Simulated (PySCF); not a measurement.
**[OsO3]+: relaxation and vibrations of the doublet**

The task is one start of a wider search on [OsO3]+: the doublet, from a T-shaped start. It is relaxed, tested by its Hessian and followed downhill if it is a saddle.

The runs use PySCF 2.14.0; B3LYP, basis Os def2-SVP with ECP60, O def2-SVP, scalar-relativistic core potentials, no spin–orbit coupling, density fitting.

### Step 1. Starting geometry

4 atoms, charge 1, spin multiplicity 2.

Bond lengths: Os1–O2 1.695 Å, Os1–O3 1.695 Å, Os1–O4 1.695 Å. Angles: O2–Os1–O3 88.0°, O2–Os1–O4 88.0°, O3–Os1–O4 176.0°.

```xyz
4
charge 1 multiplicity 2
Os    0.0000    0.0000   -0.1209
O     0.0000    0.0000    1.5745
O     1.6944    0.0000   -0.0617
O    -1.6944    0.0000   -0.0617
```

### Step 2. Relaxation: T-shaped start, doublet

One driver script runs all steps and calls PySCF; scf.py shows how it sets up the SCF of each step. The optimiser is the driver's own. Before each start the driver seeks the lowest SCF state from one or more starting densities and follows internal instabilities, so scf.py alone need not reach the same state.

The program finds C2v symmetry in the start, which this walk keeps. The walk stops when the largest gradient is under 0.0003 Eh/bohr and the energy has settled too.

Contents of scf.py:

```python
from pyscf import gto, scf, dft
mol = gto.M(atom='''
Os     0.000000     0.000000    -0.120909
O      0.000000     0.000000     1.574491
O      1.694400    -0.000000    -0.061709
O     -1.694400     0.000000    -0.061709''',
    basis={'Os': 'def2-SVP', 'O': 'def2-SVP'},
    ecp={'Os': 'def2-SVP'},
    charge=1, spin=1)
mf = dft.UKS(mol, xc='B3LYP')
mf.grids.atom_grid = (50, 194)
aux = {'Os': 'def2-universal-JKFIT', 'O': 'def2-universal-JKFIT'}
mf = mf.density_fit(auxbasis=aux)
mf.kernel()
```

Energy and gradient, step by step:

```tsv
step	energy (Eh)	change (kJ/mol)	largest symmetric gradient (Eh/bohr)
0	-315.672160	0.00	0.04996
1	-315.701396	-76.76	0.10276
2	-315.727733	-145.91	0.10074
3	-315.748149	-199.51	0.08218
4	-315.778616	-279.50	0.05603
5	-315.786771	-300.91	0.04911
6	-315.789680	-308.55	0.00498
7	-315.789807	-308.88	0.00087
8	-315.789810	-308.89	0.00004
```

The walk took 11 s on 4 threads, shared host.

It settles in D3h symmetry, 308.9 kJ/mol below the start, after 8 steps: Os–O 1.691 Å (×3); O–Os–O 120.0° (×3).

### Step 3. Is it a minimum? Harmonic modes

The point is checked on the finer grid, and tightened if its gradient asks for it. The Hessian and the dipole derivatives come from central differences of analytic gradients, with steps of 0.01 bohr.

Changes to scf.py since step 2:

```diff
@@ -3,4 +3,4 @@
-Os     0.000000     0.000000    -0.120909
-O      0.000000     0.000000     1.574491
-O      1.694400    -0.000000    -0.061709
-O     -1.694400     0.000000    -0.061709''',
+Os     0.000000    -0.000000     0.000000
+O      0.001023    -0.000000     1.690479
+O      1.463486    -0.000000    -0.846126
+O     -1.464510     0.000000    -0.844354''',
@@ -11 +11 @@
-mf.grids.atom_grid = (50, 194)
+mf.grids.atom_grid = (75, 302)
```

The driver hands on the density of the step before, so the log starts near convergence.

Log of the central SCF (cycles and frontier levels):

```text
init E= -315.789757214151
[... the frontier-level lines of each cycle are left out ...]
cycle= 1 E= -315.789757206276  delta_E= 7.87e-09  |g|= 0.000143  |ddm|= 0.00011
cycle= 2 E= -315.789757035714  delta_E= 1.71e-07  |g|= 0.000666  |ddm|= 0.00051
cycle= 3 E= -315.789757214489  delta_E= -1.79e-07  |g|= 1.2e-05  |ddm|= 0.00042
cycle= 4 E= -315.789757214543  delta_E= -5.35e-11  |g|= 5.02e-07  |ddm|= 7.29e-06
Extra cycle  E= -315.789757214544  delta_E= -1.02e-12  |g|= 5.09e-07  |ddm|= 1.58e-06
converged SCF energy = -315.789757214544  <S^2> = 0.75916638  2S+1 = 2.0091455
```

The whole step took 14 s.

Geometry: D3h; Os–O 1.690 Å (×3); O–Os–O 120.0° (×3).

Modes, for the most abundant isotopes:

```tsv
symmetry	ω (cm⁻¹)	IR (km/mol)	μ (u)	type
a2''	206i	31.4	19.59	bend
e'	305	0.2	17.29	bend
e'	987	111	17.94	stretch
a1'	1026	0.0	15.99	stretch
```

With 1 mode imaginary (up to 206i cm⁻¹) this point is a saddle.

Constants and moments:

```yaml
Dipole_moment_about_the_centre_of_mass: 0.00 D
Highest_occupied_level: -17.56 eV
Lowest_empty_level: -14.18 eV
Rotational_constants: 0.2459, 0.2459, 0.1229 cm⁻¹
Zero-point_energy_real_modes: 21.6 kJ/mol
Principal_polarisabilities: 20.3, 40.0, 40.0 bohr³
Principal_traceless_quadrupole_moments_about_the_centre_of_mass: -2.09, -2.08, 4.17 D Å
Spin_squared_⟨S²⟩: 0.759
```

Charges (e) and bond orders:

```
  atom  Mulliken  Löwdin  polar tensor  spin (Mulliken)  Mayer order to Os1
   Os1      1.41    0.74          1.96             1.04                   –
O2,3,4     -0.14    0.09         -0.32            -0.01                1.96
```

Mulliken populations on Os1 (outside its core potential): s 2.50, p 6.31, d 5.61, f 0.16.

### Step 4. Leaving the saddle point

The atoms are moved a little along the softest imaginary mode and relaxed again.

The program finds C3v symmetry in the start, which this walk keeps. The walk stops when the largest gradient is under 0.0003 Eh/bohr and the energy has settled too.

Changes to scf.py since step 3:

```diff
@@ -3,4 +3,4 @@
-Os     0.000000    -0.000000     0.000000
-O      0.001023    -0.000000     1.690479
-O      1.463486    -0.000000    -0.846126
-O     -1.464510     0.000000    -0.844354''',
+Os     0.000000     0.029996    -0.000000
+O      0.001023    -0.120000     1.690479
+O      1.463486    -0.120000    -0.846126
+O     -1.464510    -0.120000    -0.844354''',
@@ -11 +11 @@
-mf.grids.atom_grid = (75, 302)
+mf.grids.atom_grid = (50, 194)
```

Energy and gradient, step by step:

```tsv
step	energy (Eh)	change (kJ/mol)	largest symmetric gradient (Eh/bohr)
0	-315.791826	0.00	0.01207
1	-315.797972	-16.13	0.03286
2	-315.801049	-24.22	0.00959
3	-315.801262	-24.77	0.00241
4	-315.801276	-24.81	0.00023
5	-315.801276	-24.81	0.00001
```

The walk took 8.1 s.

Positions (Å) and forces (eV/Å) along the way:

```
step 0
Os   0.000   0.030   0.000   0.001   0.621   0.010
O    0.001  -0.120   1.690   0.000  -0.209  -0.504
O    1.463  -0.120  -0.846  -0.442  -0.206   0.248
O   -1.465  -0.120  -0.844   0.441  -0.206   0.246
step 1
Os   0.000   0.242   0.000   0.000  -1.004   0.000
O    0.001  -0.191   1.658  -0.001   0.335  -1.690
O    1.435  -0.191  -0.830  -1.464   0.335   0.846
O   -1.436  -0.191  -0.828   1.464   0.335   0.844
step 3
Os   0.000   0.271   0.000   0.000   0.096   0.012
O    0.001  -0.200   1.613   0.000  -0.035   0.118
O    1.397  -0.200  -0.807   0.109  -0.031  -0.065
O   -1.398  -0.200  -0.806  -0.109  -0.030  -0.065
step 5
Os   0.000   0.270   0.000   0.000  -0.001   0.012
O    0.001  -0.200   1.616   0.000  -0.003  -0.006
O    1.399  -0.200  -0.809   0.001   0.002  -0.003
O   -1.400  -0.200  -0.807  -0.001   0.002  -0.003
```

End point (C3v, 5 steps, 24.8 kJ/mol gained): Os–O 1.683 Å (×3); O–Os–O 112.5° (×3).

### Step 5. Frequencies

The same treatment as at the point before.

Changes to scf.py since step 4:

```diff
@@ -3,4 +3,4 @@
-Os     0.000000     0.029996    -0.000000
-O      0.001023    -0.120000     1.690479
-O      1.463486    -0.120000    -0.846126
-O     -1.464510    -0.120000    -0.844354''',
+Os     0.000000     0.092590    -0.000000
+O      0.000978    -0.375827     1.616296
+O      1.399264    -0.375827    -0.808995
+O     -1.400242    -0.375827    -0.807301''',
@@ -11 +11 @@
-mf.grids.atom_grid = (50, 194)
+mf.grids.atom_grid = (75, 302)
```

Log of the central SCF (cycles and frontier levels):

```text
init E= -315.801214215235
[... the frontier-level lines of each cycle are left out ...]
cycle= 1 E= -315.801214108157  delta_E= 1.07e-07  |g|= 0.000528  |ddm|= 0.00041
cycle= 2 E= -315.801211660912  delta_E= 2.45e-06  |g|= 0.00253  |ddm|= 0.00196
cycle= 3 E= -315.801214220006  delta_E= -2.56e-06  |g|= 2.57e-05  |ddm|= 0.00162
cycle= 4 E= -315.801214220254  delta_E= -2.48e-10  |g|= 2.2e-06  |ddm|= 1.67e-05
cycle= 5 E= -315.801214220272  delta_E= -1.84e-11  |g|= 1.38e-06  |ddm|= 1.13e-05
Extra cycle  E= -315.801214220271  delta_E= 1.59e-12  |g|= 3.04e-06  |ddm|= 3.89e-06
converged SCF energy = -315.801214220271  <S^2> = 0.76069  2S+1 = 2.0106616
```

The whole step took 18 s.

Geometry: C3v; Os–O 1.683 Å (×3); O–Os–O 112.6° (×3).

Harmonic modes (main isotopes):

| symmetry | ω (cm⁻¹) | IR (km/mol) | μ (u) | type |
| --- | --- | --- | --- | --- |
| a1 | 253 | 10.0 | 19.13 | bend |
| e | 334 | 1.3 | 17.06 | bend |
| e | 1004 | 84.9 | 17.76 | stretch |
| a1 | 1042 | 1.1 | 16.31 | stretch |

Every mode is real; the point is a minimum.

Constants and moments:

```
Dipole moment about the centre of mass                          : 2.02 D
Highest occupied level                                          : -16.24 eV
Lowest empty level                                              : -13.36 eV
Rotational constants                                            : 0.2371, 0.2371, 0.1345 cm⁻¹
Zero-point energy                                               : 23.7 kJ/mol
Principal polarisabilities                                      : 22.1, 39.2, 39.2 bohr³
Principal traceless quadrupole moments about the centre of mass : -1.25, -1.25, 2.50 D Å
Entropy at 298.15 K and 1 bar (electronic part: spin only)      : 296.5 J/(mol K)
Heat capacity Cp at 298.15 K                                    : 58.6 J/(mol K)
Enthalpy at 298.15 K above 0 K                                  : 13.45 kJ/mol
Rotational symmetry number                                      : 3
Spin squared ⟨S²⟩                                               : 0.761
```

Populations by atom (charges in e):

```csv
atom,Mulliken,Löwdin,polar tensor,spin (Mulliken),Mayer order to Os1
Os1,1.40,0.74,1.79,0.71,–
"O2,3,4",-0.13,0.09,-0.26,0.10,1.97
```

Outer orbital energies (eV). α occupied: -21.07, -20.97, -20.97, -18.50, -17.72, -17.72, -17.35, -16.24; empty: -12.23, -12.23, -9.03, -9.03. β occupied: -21.71, -20.71, -20.71, -20.34, -18.20, -17.40, -17.40, -17.38; empty: -13.36, -11.83, -11.83, -8.89.

Mulliken populations on Os1 (outside its core potential): s 2.54, p 6.29, d 5.60, f 0.17.

### Step 6. All stationary points

| spin | group | bonds | imaginary modes (cm⁻¹) | ΔE (kJ/mol) | with zero-point energy |
| --- | --- | --- | --- | --- | --- |
| doublet | C3v | Os–O 1.683 Å (×3) | none | 0.0 | 0.0 |
| doublet | D3h | Os–O 1.690 Å (×3) | 206i | 30.1 | – |

### Step 7. Results

| quantity | value |
| --- | --- |
| minimum | doublet, C3v |
| geometry | Os–O 1.683 Å (×3); O–Os–O 112.6° (×3) |
| wavenumbers (cm⁻¹) | 253 (a1), 334 (e), 1004 (e), 1042 (a1) |
| dipole moment (centre of mass) | 2.02 D |
| highest occupied, lowest empty level (either spin) | -16.24, -13.36 eV |
| polar-tensor charge of Os1 | +1.79 e |
| zero-point energy | 23.7 kJ/mol |
| entropy at 298.15 K | 296.5 J/(mol K) |
| ⟨S²⟩ | 0.761 |

In words: From C2v at the start the molecule goes to a C3v minimum, after a stop at a saddle point 30.1 kJ/mol higher, from which it was pushed off along an imaginary mode. The strongest infrared band lies at 1004 cm⁻¹ (e, stretch). Most of the spin sits on Os1 (Mulliken spin 0.71, against 1 for the whole molecule). Other starts or spin states, not run here, may lie lower. Open d and f shells are described by one determinant, and the ground state may have another occupation or spin. With an element this heavy the missing spin–orbit coupling can shift these numbers.

The search up to here took 60 s on 4 threads, shared host.
